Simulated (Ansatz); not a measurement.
# GaC3: the cost of one run

Program: the Python package of Ansatz 0.2.0. Level of theory: DFT PBE, plane waves, PAW. These are calculated values, not measurements.

## (1) The system

The structure is cubic, space group Pm-3m (No. 221). Conventional cell: a = 3.319 Å, b = 3.319 Å, c = 3.319 Å, α = 90.00°, β = 90.00°, γ = 90.00°. Ga (site symmetry m-3m) has 12 C at 2.35 Å as nearest neighbours. C (site symmetry 4/mmm) has 4 Ga at 2.35 Å and 8 C at 2.35 Å as nearest neighbours.

Input file gac3.cif:

```cif
data_GaC3
_cell_length_a 3.318948
_cell_length_b 3.318948
_cell_length_c 3.318948
_cell_angle_alpha 90.00000
_cell_angle_beta 90.00000
_cell_angle_gamma 90.00000
_symmetry_space_group_name_H-M 'P 1'
_symmetry_Int_Tables_number 1
loop_
_symmetry_equiv_pos_as_xyz
'x, y, z'
loop_
_atom_site_label
_atom_site_type_symbol
_atom_site_fract_x
_atom_site_fract_y
_atom_site_fract_z
Ga1 Ga    0.000000    0.000000    0.000000
C2 C    0.000000    0.500000    0.500000
C3 C    0.500000    0.000000    0.500000
C4 C    0.500000    0.500000    0.000000
```

## (2) Script

File relax.py:

```python
from collections import Counter
import warnings

import ansatz as az
from ase import Atoms
from ase.data import atomic_numbers
from ase.io import read
from ase.neighborlist import neighbor_list
import matplotlib.pyplot as plt
import numpy as np
from pymatgen.core import Structure
import spglib

warnings.simplefilter("ignore", az.DeckWarning)

atoms = read("gac3.cif")
crystal = az.Crystal.from_ase(atoms)

model = (
    crystal.calculation()
    .basis(420)
    .kpoints(5)
    .occupations("Fermi-Dirac", width=50 * az.meV)
    .relax(random_displacement=True, displacement_amplitude=0.1, displacement_seed=117)
)
steps = []


def collect(event):
    if event["event"] == "relax_step":
        steps.append(event["data"])


result = model.session().plan().execute(on_event=collect)
summary = result.report
for s in steps:
    flag = "" if s["accepted"] else "  (rejected)"
    print("step %2d  E = %.5f eV  largest force component = %.4f eV/A%s" % (s["step"], s["lagrangian_ev"], s["allowed_force_max_ev_ang"], flag))

first, last = steps[0], steps[-1]
symbols = [site.symbol for site in result.lattice.sites]
print(f"energy gained {first['lagrangian_ev'] - last['lagrangian_ev']:.4f} eV in {len(steps) - 1} steps")

fig, (top, bottom) = plt.subplots(2, 1, sharex=True, figsize=(4.5, 4))
top.plot([s["lagrangian_ev"] - last["lagrangian_ev"] for s in steps], "o-")
top.set_ylabel("E - E(final) (eV)")
bottom.semilogy([max(s["allowed_force_max_ev_ang"], 1e-6) for s in steps], "s-")
bottom.set(xlabel="step", ylabel="largest force (eV/A)")
fig.tight_layout()
fig.savefig("relax.png", dpi=100)

fractions = [site.position_frac for site in result.lattice.sites]
numbers = [atomic_numbers[s] for s in symbols]
for tolerance in (1e-3, 1e-2, 1e-1):
    print(f"space group at {tolerance} A:", spglib.get_spacegroup((result.lattice.cell_ang, fractions, numbers), symprec=tolerance))

final = Atoms(symbols, positions=last["positions_ang"], cell=result.lattice.cell_ang, pbc=True)
i, j, d = neighbor_list("ijd", final, 4.5)
print("neighbours within 1.1 times the shortest distance of each atom (A)")
for atom in range(len(final)):
    near = [m for m in np.argsort(d) if i[m] == atom]
    shell = [m for m in near if d[m] < 1.1 * d[near[0]]]
    print(f"{symbols[atom]}{atom} ({len(shell)}):", ", ".join(f"{symbols[j[m]]} {d[m]:.3f}" for m in shell))

moved = np.linalg.norm(np.array(last["positions_ang"]) - np.array(first["positions_ang"]), axis=1)
print("displacement by atom (A):", " ".join(f"{s}:{d:.3f}" for s, d in zip(symbols, moved)))

for key in ("converged", "n_iterations", "n_electrons", "n_kpoints", "n_pw", "n_symmetry_ops", "free_energy_ev", "fermi_energy_ev"):
    print(f"{key:18s} {summary[key]}")

final = Structure(result.lattice.cell_ang, [s.symbol for s in result.lattice.sites], [s.position_frac for s in result.lattice.sites])
for index, site in enumerate(final):
    near = final.get_neighbors(site, 4.5)
    edge = 1.15 * min(n.nn_distance for n in near)
    shell = Counter((round(n.nn_distance, 2), n.specie.symbol) for n in near if n.nn_distance < edge)
    print(f"{index:2d} {site.specie.symbol:2s}", ", ".join(f"{count} {symbol} at {d:.2f}" for (d, symbol), count in sorted(shell.items())))
```

## (3) What the engine is handed

The package turns the script's settings into the engine's input:

```yaml
crystal:
  lattice:
    - [3.318948, 0.0, 0.0]
    - [0.0, 3.318948, 0.0]
    - [0.0, 0.0, 3.318948]
  atoms:
    - { symbol: Ga, position: [0.0, 0.0, 0.0] }
    - { symbol: C, position: [0.0, 0.5, 0.5] }
    - { symbol: C, position: [0.5, 0.0, 0.5] }
    - { symbol: C, position: [0.5, 0.5, 0.0] }
basis:
  ecutwfc: 420.0
kpoints:
  mp_grid:
    grid: [5, 5, 5]
scf:
  occupations:
    method: fermi_dirac
    width: 0.05
relax:
  random_displacement:
    amplitude: 0.1
    seed: 117
```

## (4) Running it

The run is started by

```sh
$ python relax.py
```

Q: Estimate wall time and peak memory on 1 thread of Arm Neoverse V1, shared host.

About 83 s, with a peak of 0.49 GiB.
